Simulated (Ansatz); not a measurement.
# C₂H₈BGaO: a ladder of functionals and wavefunction methods

How much do the methods differ for C₂H₈BGaO? The plan is to run it at one geometry with functionals of several rungs and with coupled cluster. The yardstick is the atomisation energy at the CCSD(T) limit.

The runs use Ansatz 0.2.0, Gaussian basis; functionals in def2-TZVPP, the program's frozen cores in correlated methods.

Plan: PBE-D4, r2SCAN-D4, PBE0-D4, B3LYP-D4, ωB97X-V, ωB97M-V, B2PLYP; CCSD(T)/def2-TZVPP; MP2/def2-QZVPP; extrapolation to the limit.

## 1. The relaxed structure

An earlier PBE0-D4 in a triple-zeta def2 set relaxation fixed the geometry.

SMILES `[CH3][GaH][BH]CO`, 13 atoms, charge 0, spin multiplicity 1.

Atoms are counted from 1 here; the program's logs count them from 0.

Bond lengths: C1–Ga2 1.978 Å, C1–H6 1.092 Å, C1–H7 1.094 Å, C1–H8 1.091 Å, Ga2–B3 2.087 Å, Ga2–H9 1.586 Å, B3–C4 1.558 Å, B3–H10 1.196 Å, C4–O5 1.441 Å, C4–H11 1.099 Å, C4–H12 1.103 Å, O5–H13 0.961 Å. Angles: Ga2–C1–H6 110.2°, Ga2–C1–H7 109.4°, Ga2–C1–H8 112.7°, H6–C1–H7 107.3°, H6–C1–H8 108.9°, H7–C1–H8 108.2°, C1–Ga2–B3 125.2°, C1–Ga2–H9 116.2°, B3–Ga2–H9 118.6°, Ga2–B3–C4 100.6°, Ga2–B3–H10 139.0°, C4–B3–H10 120.2°, B3–C4–O5 106.5°, B3–C4–H11 114.6°, B3–C4–H12 107.6°, O5–C4–H11 110.6°, O5–C4–H12 111.0°, H11–C4–H12 106.5° and more.

## 2. PBE-D4 (GGA)

in.yaml reads:

```yaml
crystal:
  periodic: [false, false, false]
  atoms:
    - {symbol: C, position_ang: [-2.316938, 0.164618, -0.390462]}
    - {symbol: Ga, position_ang: [-0.565830, -0.720172, -0.639689]}
    - {symbol: B, position_ang: [0.849033, -1.033422, 0.862106]}
    - {symbol: C, position_ang: [1.740918, 0.232281, 0.685500]}
    - {symbol: O, position_ang: [1.076541, 1.069103, -0.280677]}
    - {symbol: H, position_ang: [-2.488305, 0.893898, -1.185481]}
    - {symbol: H, position_ang: [-3.113751, -0.582686, -0.456053]}
    - {symbol: H, position_ang: [-2.400547, 0.667539, 0.573642]}
    - {symbol: H, position_ang: [-0.243004, -1.233689, -2.104686]}
    - {symbol: H, position_ang: [1.131765, -1.860394, 1.677978]}
    - {symbol: H, position_ang: [1.933667, 0.789452, 1.612800]}
    - {symbol: H, position_ang: [2.722634, -0.102040, 0.310680]}
    - {symbol: H, position_ang: [1.673827, 1.715513, -0.665636]}
basis:
  gaussian: {orbitals: def2-TZVPP}
hamiltonian: {xc: pbe, dispersion: d4}
output: {forces: true, orbitals: {seedname: orbitals}}
```

On the command line:

```sh
ansatz run in.yaml --threads 2 --pin off --events-out ev --progress --plain --max-ram 22528MiB --backend cuda --devices 0, --max-vram 18GiB
```

Further steps of the session: r2SCAN-D4 (meta-GGA); PBE0-D4 (hybrid); B3LYP-D4 (hybrid); ωB97X-V (range-separated); ωB97M-V (range-separated); B2PLYP (double hybrid); CCSD(T) in def2-TZVPP; MP2 in def2-QZVPP.

Before running them: what should the planned runs give, taken together? Wanted: atomisation energy, CCSD(T)/CBS; farthest; mean size of error, hybrid; mean size of error, range-separated; gap, smallest and largest; T1 diagnostic; triples share of the correlation energy.

**Answer**, as computed:

```
                               quantity                                           value
        atomisation energy, CCSD(T)/CBS                                   4486.0 kJ/mol
 functionals within 44.9 kJ/mol (1.0 %)  r2SCAN-D4, PBE0-D4, B3LYP-D4, ωB97X-V, ωB97M-V
                               farthest                           PBE-D4 (+64.9 kJ/mol)
             mean size of error, hybrid                                      8.2 kJ/mol
    mean size of error, range-separated                                      9.3 kJ/mol
              gap, smallest and largest             3.03 eV (PBE-D4), 9.58 eV (ωB97X-V)
                          T1 diagnostic                                          0.0125
triples share of the correlation energy                                           3.7 %
```

What this shows: PBE-D4 is off by +64.9 kJ/mol. Double hybrids carry the basis error of their MP2 part in triple zeta, and no dispersion term here, so their miss is partly the set-up's. Misses under about 44.9 kJ/mol are within the doubt on the reference itself, which lacks core-valence correlation, relativity and higher excitations, and its outer-core shells are covered unevenly. Hartree-Fock recovers 74 % of the binding; the rest is correlation. Orbital gaps span 3.0 to 9.6 eV; exact exchange widens them. Correlated methods include outer-core shells of Ga, which these sets cover unevenly.
